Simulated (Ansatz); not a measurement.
# Ta in Ansatz: the effect of functional

Ta, a sheet with vacuum:

```
Ta
1.0
     2.71898    0.00000    0.00000
     0.00000    2.71898    0.00000
     0.00000    0.00000   28.48664
Ta
2
Direct
  0.00000 0.50000 0.30264
  0.50000 0.00000 0.22392
```

The cell was built by a generator and needn't be a form met in nature.

Alike in all runs:

| Property | Result |
| --- | --- |
| Program | Ansatz 0.2.0 |
| Task | work function |
| Potentials or basis | all-electron LAPW, scalar-relativistic |
| Cutoff | 276 eV (chosen from the basis error) |
| Basis error allowed | 0.002 eV/atom |
| k mesh | 10 × 10 × 1 |
| Occupations | fermi-dirac, width 0.05 eV |
| Spin | no spin polarisation |

| functional | largest force (eV/Å) | work function (eV) |
| --- | --- | --- |
| PBE | 0.07 | 4.63 |
| LDA | 0.64 | 4.88 |
| PBEsol | ? | ? |

**Question.** What does the run with functional PBEsol give?

**Answer.** Largest force 0.42 eV/Å; work function 4.73 eV.
